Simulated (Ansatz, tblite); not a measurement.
# Mo2(NH2)6 (Mo2N6H12): spin-state energies by level

Aim: set other spin states of Mo2(NH2)6 (Mo2N6H12) against its singlet, on many levels of theory.

The runs use Ansatz 0.2.0, Gaussian basis; as each input shows.

The runs, in order: triplet, at the geometry of the singlet (GFN1-xTB, GFN2-xTB, PBE0-D4/def2-TZVP, PBE-D4/def2-TZVP, r2SCAN-D4/def2-TZVP); the singlet's energies come from earlier runs.

4 further runs of the same task are left out: 1 that didn't finish, 3 set aside as unsound or not needed.

### Step 1. The geometry

The singlet was relaxed beforehand with PBE-D4/def2-SVP.

20 atoms, charge 0, spin multiplicity 1.

Bond lengths: Mo1–N2 1.962 Å, Mo1–N3 1.962 Å, Mo1–N4 1.962 Å, Mo1–Mo5 2.207 Å, N2–H9 1.027 Å, N2–H10 1.026 Å, N3–H11 1.027 Å, N3–H12 1.026 Å, N4–H13 1.027 Å, N4–H14 1.026 Å, Mo5–N6 1.962 Å, Mo5–N7 1.962 Å, Mo5–N8 1.962 Å, N6–H15 1.026 Å, N6–H16 1.027 Å, N7–H17 1.026 Å, N7–H18 1.027 Å, N8–H19 1.026 Å and more. Angles: N2–Mo1–N3 116.3°, N2–Mo1–N4 116.3°, N2–Mo1–Mo5 101.3°, N3–Mo1–N4 116.3°, N3–Mo1–Mo5 101.3°, N4–Mo1–Mo5 101.3°, Mo1–N2–H9 122.4°, Mo1–N2–H10 127.4°, H9–N2–H10 109.9°, Mo1–N3–H11 122.4°, Mo1–N3–H12 127.4°, H11–N3–H12 109.9°, Mo1–N4–H13 122.4°, Mo1–N4–H14 127.5°, H13–N4–H14 109.9°, Mo1–Mo5–N6 101.3°, Mo1–Mo5–N7 101.3°, Mo1–Mo5–N8 101.3° and more.

Mo takes a core potential in the def2 sets. No spin-orbit coupling is included.

### Step 2. Triplet at the fixed geometry, GFN1-xTB

Tight binding, by tblite at 300 K electronic temperature and without a spin-polarisation term:

```python
tblite.interface.Calculator('GFN1-xTB', numbers, positions, charge=0, uhf=2).singlepoint()
```

Energy -810.9831 eV; 0.012 s.

### Step 3. Triplet at the fixed geometry, GFN2-xTB

Tight binding, by tblite at 300 K electronic temperature and without a spin-polarisation term:

```python
tblite.interface.Calculator('GFN2-xTB', numbers, positions, charge=0, uhf=2).singlepoint()
```

Energy -754.3553 eV; 0.012 s.

### Step 4. Triplet at the fixed geometry, PBE0-D4/def2-TZVP

in.yaml

```yaml
crystal:
  periodic: [false, false, false]
  atoms:
    - {symbol: Mo, position_ang: [-0.210519, -0.712637, 0.815801]}
    - {symbol: N, position_ang: [-2.144826, -0.473892, 1.043950]}
    - {symbol: N, position_ang: [0.927323, -0.002684, 2.248231]}
    - {symbol: N, position_ang: [0.366431, -2.404323, 0.005966]}
    - {symbol: Mo, position_ang: [0.210525, 0.712588, -0.815814]}
    - {symbol: N, position_ang: [-1.307014, 1.945452, -0.649263]}
    - {symbol: N, position_ang: [0.196558, -0.476441, -2.376757]}
    - {symbol: N, position_ang: [1.961532, 1.411835, -0.272166]}
    - {symbol: H, position_ang: [-2.680109, -0.975841, 1.762526]}
    - {symbol: H, position_ang: [-2.782829, 0.057016, 0.440977]}
    - {symbol: H, position_ang: [1.001271, -0.455257, 3.167238]}
    - {symbol: H, position_ang: [1.440263, 0.885766, 2.254567]}
    - {symbol: H, position_ang: [0.279096, -3.304643, 0.492422]}
    - {symbol: H, position_ang: [0.873400, -2.532505, -0.876646]}
    - {symbol: H, position_ang: [-2.000379, 1.982090, 0.105982]}
    - {symbol: H, position_ang: [-1.447062, 2.735386, -1.290530]}
    - {symbol: H, position_ang: [-0.092906, -1.460131, -2.408867]}
    - {symbol: H, position_ang: [0.393597, -0.139170, -3.326645]}
    - {symbol: H, position_ang: [2.563538, 1.067094, 0.483608]}
    - {symbol: H, position_ang: [2.452110, 2.140300, -0.804610]}
basis:
  gaussian: {orbitals: def2-TZVP}
magnetization: {spin_polarized: true, initial_magnetization: 2}
hamiltonian: {xc: pbe0, dispersion: d4}
scf: {omitted_lower_state_checks: [starts]}
output: {orbitals: {seedname: orbitals}}
```

Launch:

```console
ansatz run in.yaml --threads 4 --pin off --events-out ev --progress --plain --max-ram 8704MiB
```

The log of the run:

```text
Functional definition: PBE0
  name "PBE0"
  cite "Adamo & Barone, J. Chem. Phys. 110, 6158 (1999) doi:10.1063/1.478522"
  cite "Perdew, Burke & Ernzerhof, Phys. Rev. Lett. 77, 3865 (1996) doi:10.1103/PhysRevLett.77.3865"
  parent pbe
  parameter a = 0.25
  parameter kappa = 0.804
  parameter beta = 0.06672455060314922
  exchange = (1 - a)*pbe_x(kappa = kappa, mu = beta*pi^2/3) + a*exact_x
  correlation = pbe_c(beta = beta)
these checks for a lower state are left out or cut short: starts
2214 factors; their error is unknown
mean field evaluation 1: about -12810.5234 eV, gradient 9.3e1 eV
mean field evaluation 2: about -12738.4301 eV, gradient 1.5e2 eV
mean field evaluation 4: about -12841.6220 eV, gradient 1.3e1 eV
mean field evaluation 8: about -12842.5529 eV, gradient 1.1e0 eV
mean field evaluation 16: about -12842.7287 eV, gradient 1.3e-1 eV
mean field evaluation 32: about -12842.7293 eV, gradient 4.0e-4 eV
mean field -12842.72932117 eV, -471.9615974386 hartree, gradient 8.9e-6 eV, S^2 2.008664; 0 other end points of the search recorded, 0 dependent functions left out
reference -12842.72939806 eV, -471.9616002640 hartree; 42, 40 occupied and 296, 298 virtual orbitals, 2214 factors
Total energy: -12843.34640503 eV, -471.9842748519 hartree
Checks for a lower state left out: starts
```

It took 75 s on 4 threads of Arm Neoverse V2, shared host; peak memory 2.8 GiB.

Report: HOMO -3.32 eV, LUMO -3.37 eV (over both spins; with the spin held, an empty level of the minority spin lies below the top filled one); ⟨S²⟩ 2.009 (pure: 2.00).

### Step 5. Triplet at the fixed geometry, PBE-D4/def2-TZVP

start.molden holds the orbitals of an earlier run on this state, given as this run's starting guess.

in.yaml, as its differences from that of step 4:

```diff
@@ -24,5 +24,5 @@
 basis:
-  gaussian: {orbitals: def2-TZVP}
+  gaussian: {orbitals: def2-TZVP, initial_orbitals: start.molden}
 magnetization: {spin_polarized: true, initial_magnetization: 2}
-hamiltonian: {xc: pbe0, dispersion: d4}
+hamiltonian: {xc: pbe, dispersion: d4}
 scf: {omitted_lower_state_checks: [starts]}
```

Same command.

The log of the run:

```text
Functional definition: PBE
  name "PBE"
  cite "Perdew, Burke & Ernzerhof, Phys. Rev. Lett. 77, 3865 (1996) doi:10.1103/PhysRevLett.77.3865"
  parent pbe
  parameter kappa = 0.804
  parameter beta = 0.06672455060314922
  exchange = pbe_x(kappa = kappa, mu = beta*pi^2/3)
  correlation = pbe_c(beta = beta)
these checks for a lower state are left out or cut short: starts
2074 factors; their error is unknown
mean field evaluation 1: about -12845.1971 eV, gradient 8.7e0 eV
mean field evaluation 2: about -12845.4847 eV, gradient 3.3e-1 eV
mean field evaluation 4: about -12845.4424 eV, gradient 2.9e-2 eV
mean field evaluation 8: about -12845.4425 eV, gradient 9.5e-5 eV
mean field evaluation 16: about -12845.4425 eV, gradient 9.7e-6 eV
mean field -12845.44245390 eV, -472.0613032273 hartree, gradient 9.7e-6 eV, S^2 2.006831; 0 other end points of the search recorded, 0 dependent functions left out
reference -12845.44256093 eV, -472.0613071606 hartree; 42, 40 occupied and 296, 298 virtual orbitals, 2074 factors
Total energy: -12846.15375886 eV, -472.0874432025 hartree
Checks for a lower state left out: starts
```

Wall time 35 s (4 threads of Arm Neoverse V2, shared host); peak memory 1.6 GiB.

HOMO -1.86 eV, LUMO -4.52 eV (over both spins; with the spin held, an empty level of the minority spin lies below the top filled one); ⟨S²⟩ 2.007 (pure: 2.00).

### Step 6. Triplet at the fixed geometry, r2SCAN-D4/def2-TZVP

in.yaml, as its differences from that of step 5:

```diff
@@ -26,3 +26,3 @@
 magnetization: {spin_polarized: true, initial_magnetization: 2}
-hamiltonian: {xc: pbe, dispersion: d4}
+hamiltonian: {xc: r2scan, dispersion: d4}
 scf: {omitted_lower_state_checks: [starts]}
```

The command is unchanged.

The log of the run, cut to the lines that bear on the results:

```text
Functional definition: r2SCAN
  name "r2SCAN"
  cite "Furness, Kaplan, Ning, Perdew & Sun, J. Phys. Chem. Lett. 11, 8208 (2020) doi:10.1021/acs.jpclett.0c02405"
  cite "Furness, Kaplan, Ning, Perdew & Sun, J. Phys. Chem. Lett. 11, 9248 (2020) doi:10.1021/acs.jpclett.0c03077"
  parent r2scan
[...]
2074 factors; their error is unknown
[...]
mean field -12851.55372115 eV, -472.2858881563 hartree, gradient 5.9e-6 eV, S^2 2.012452; 0 other end points of the search recorded, 0 dependent functions left out
reference -12851.55376941 eV, -472.2858899299 hartree; 42, 40 occupied and 296, 298 virtual orbitals, 2074 factors
Total energy: -12851.74030951 eV, -472.2927451522 hartree
Checks for a lower state left out: starts
```

Run time: 96 s. Hardware: 4 threads of Arm Neoverse V2, shared host; peak memory 1.8 GiB.

From the report: HOMO -2.14 eV, LUMO -4.21 eV (over both spins; with the spin held, an empty level of the minority spin lies below the top filled one); ⟨S²⟩ 2.012 (pure: 2.00).

### Step 7. Triplet less singlet, vertical

The singlet's energies are those of its earlier runs, whose logs aren't repeated here.

| level | triplet less singlet, vertical (kJ/mol) | time |
| --- | --- | --- |
| GFN1-xTB | +269.6 | 0.025 s |
| GFN2-xTB | +208.6 | 0.021 s |
| PBE-D4/def2-TZVP | +313.8 | 43 s |
| r2SCAN-D4/def2-TZVP | +296.3 | 1.8 min |
| PBE0-D4/def2-TZVP | +278.5 | 86 s |

Times add the two runs; a level without a time comes out of a correlated run. Tight binding without a spin term can't rank spin states.

### Step 8. What came out

```
                                                quantity                                       value
triplet less singlet, vertical, functionals in def2-TZVP  +278.5 (PBE0-D4) to +313.8 kJ/mol (PBE-D4)
```

In words: All functionals put the triplet above the singlet, over a spread of 35.3 kJ/mol. The checks for a lower triplet were left out, so another state of that spin may lie lower. The singlet here is a closed shell; an open-shell singlet can lie lower. These are electronic energies, without zero-point motion, entropy or surroundings.
